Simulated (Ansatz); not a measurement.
# CH4FSSn: the cost of one run

Method: the settings change from run to run; program: Ansatz 0.2.0, Gaussian basis.

**1. The geometry**

The structure was relaxed beforehand with PBE0-D4 in a triple-zeta def2 set. Sn takes a core potential in def2 sets; no spin-orbit term is included.

SMILES `[CH3][Sn]([F])[SH]`, 8 atoms, charge 0, spin multiplicity 2.

Atoms are counted from 1 here; the program's logs count them from 0.

Bond lengths: C1–Sn2 2.168 Å, C1–H5 1.088 Å, C1–H6 1.089 Å, C1–H7 1.091 Å, Sn2–F3 1.941 Å, Sn2–S4 2.424 Å, S4–H8 1.345 Å. Angles: Sn2–C1–H5 109.6°, Sn2–C1–H6 109.0°, Sn2–C1–H7 105.6°, H5–C1–H6 110.7°, H5–C1–H7 110.8°, H6–C1–H7 110.9°, C1–Sn2–F3 103.8°, C1–Sn2–S4 109.4°, F3–Sn2–S4 101.7°, Sn2–S4–H8 90.9°.

As a file:

```xyz
8
charge 0, multiplicity 2
C     0.5879    1.1747   -0.6237
Sn   -0.9098    0.0062    0.4217
F    -0.1360   -0.2689    2.1804
S    -0.9315   -2.2505   -0.4642
H     0.5508    2.2068   -0.2812
H     0.3988    1.1165   -1.6948
H     1.5454    0.7174   -0.3720
H    -1.0133   -2.7593    0.7778
```

**2. B3LYP/def2-SVPD**

This run has restricted open-shell orbitals.

Contents of in.yaml:

```yaml
crystal:
  periodic: [false, false, false]
  atoms:
    - {symbol: C, position_ang: [0.587867, 1.174656, -0.623713]}
    - {symbol: Sn, position_ang: [-0.909780, 0.006162, 0.421710]}
    - {symbol: F, position_ang: [-0.135985, -0.268918, 2.180433]}
    - {symbol: S, position_ang: [-0.931500, -2.250509, -0.464154]}
    - {symbol: H, position_ang: [0.550797, 2.206805, -0.281192]}
    - {symbol: H, position_ang: [0.398790, 1.116543, -1.694766]}
    - {symbol: H, position_ang: [1.545359, 0.717427, -0.372017]}
    - {symbol: H, position_ang: [-1.013347, -2.759264, 0.777799]}
basis:
  gaussian: {orbitals: def2-SVPD}
magnetization: {spin_polarized: false, initial_magnetization: 1}
hamiltonian: {xc: {name: B3LYP}}
```

Started as:

```bash
$ ansatz run in.yaml --threads 4 --pin off --events-out ev --progress --plain --max-ram 10444MiB
```

What time and memory should one allow on 4 threads of Arm Neoverse V1, shared host?

About 3.1 s, with a peak of 0.47 GiB.
